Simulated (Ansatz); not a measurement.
# CH6AlNSi: up Jacob's ladder to CCSD(T)

An exercise on one series of results from a longer session: the logs are not shown, and one member is left open.

The runs use Ansatz 0.2.0, Gaussian basis; functionals in def2-TZVPP, the program's frozen cores in correlated methods.

The runs, in order: LDA (SPW92), PBE-D4, revPBE-D4, BLYP-D4, r2SCAN-D4, B97M-V, PBE0-D4, B3LYP-D4, r2SCANh-D4, r2SCAN0-D4, HSE06-D4, BHLYP-D4, CAM-B3LYP-D4, LC-ωPBE, ωB97X-V, ωB97M-V, B2PLYP, PBE-QIDH; CCSD(T)/def2-SVP; CCSD(T)/def2-TZVPP; MP2/def2-QZVPP; extrapolation to the limit; RPA on PBE.

## The relaxed structure

All runs share one geometry, relaxed beforehand with PBE0-D4 in a triple-zeta def2 set.

SMILES `N=[C]([AlH2])[SiH3]`, 10 atoms, charge 0, spin multiplicity 1.

Atoms are counted from 1 here; the program's logs count them from 0.

Bond lengths: N1–C2 1.285 Å, N1–H5 1.028 Å, C2–Al3 1.989 Å, C2–Si4 1.891 Å, Al3–H6 1.590 Å, Al3–H7 1.586 Å, Si4–H8 1.484 Å, Si4–H9 1.490 Å, Si4–H10 1.490 Å. Angles: C2–N1–H5 111.9°, N1–C2–Al3 117.8°, N1–C2–Si4 116.6°, Al3–C2–Si4 125.5°, C2–Al3–H6 111.8°, C2–Al3–H7 124.8°, H6–Al3–H7 123.3°, C2–Si4–H8 112.0°, C2–Si4–H9 108.4°, C2–Si4–H10 108.5°, H8–Si4–H9 110.3°, H8–Si4–H10 110.3°, H9–Si4–H10 107.2°.

Set-up of the first run:

Input file in.yaml:

```yaml
crystal:
  periodic: [false, false, false]
  atoms:
    - {symbol: N, position_ang: [-1.540107, 0.254188, -0.750317]}
    - {symbol: C, position_ang: [-0.389568, 0.091452, -0.201570]}
    - {symbol: Al, position_ang: [0.835477, 1.657453, -0.132517]}
    - {symbol: Si, position_ang: [-0.008850, -1.633000, 0.474955]}
    - {symbol: H, position_ang: [-1.670135, 1.215462, -1.091491]}
    - {symbol: H, position_ang: [0.184359, 2.946499, -0.797007]}
    - {symbol: H, position_ang: [2.288636, 1.644010, 0.503394]}
    - {symbol: H, position_ang: [-1.134117, -2.575637, 0.258157]}
    - {symbol: H, position_ang: [0.292409, -1.512782, 1.929311]}
    - {symbol: H, position_ang: [1.225098, -2.138644, -0.189915]}
basis:
  gaussian: {orbitals: def2-TZVPP}
hamiltonian: {xc: lda}
output: {orbitals: {seedname: orbitals}}
```

Started as:

```sh
$ ansatz run in.yaml --threads 2 --pin off --events-out ev --progress --plain --max-ram 4352MiB
```

Among the steps run: LDA; PBE-D4 (GGA); revPBE-D4 (GGA); BLYP-D4 (GGA); r2SCAN-D4 (meta-GGA); B97M-V (meta-GGA); B3LYP-D4 (hybrid); r2SCANh-D4 (hybrid); r2SCAN0-D4 (hybrid); HSE06-D4 (hybrid); BHLYP-D4 (hybrid); CAM-B3LYP-D4 (range-separated); LC-ωPBE (range-separated); ωB97X-V (range-separated); ωB97M-V (range-separated); B2PLYP (double hybrid); PBE-QIDH (double hybrid).

One of the session's tables, all rows but one given; the rest of the session is left out.

It belongs to the step «Orbital energies across the functionals». 

| functional | HOMO (eV) | LUMO (eV) | gap (eV) |
| --- | --- | --- | --- |
| LDA (SPW92) | ? | ? | ? |
| PBE-D4 | -5.28 | -3.19 | 2.09 |
| revPBE-D4 | -5.23 | -3.08 | 2.14 |
| BLYP-D4 | -5.18 | -3.05 | 2.12 |
| r2SCAN-D4 | -5.47 | -3.00 | 2.48 |
| B97M-V | -5.70 | -3.11 | 2.58 |
| PBE0-D4 | -6.53 | -2.31 | 4.22 |
| B3LYP-D4 | -6.34 | -2.52 | 3.82 |
| r2SCANh-D4 | -5.95 | -2.67 | 3.28 |
| r2SCAN0-D4 | -6.67 | -2.20 | 4.47 |
| HSE06-D4 | -6.13 | -2.69 | 3.45 |
| BHLYP-D4 | -7.74 | -1.43 | 6.31 |
| CAM-B3LYP-D4 | -7.88 | -1.30 | 6.58 |
| LC-ωPBE | -9.16 | -0.19 | 8.98 |
| ωB97X-V | -8.85 | -0.30 | 8.55 |
| ωB97M-V | -8.74 | -0.52 | 8.22 |

Q: Estimate the row for LDA (SPW92) from the others.

**Answer.** HOMO (eV): -5.38; LUMO (eV): -3.43; gap (eV): 1.95. In the column «HOMO (eV)» it lies between r2SCAN-D4 (-5.47) and PBE-D4 (-5.28).
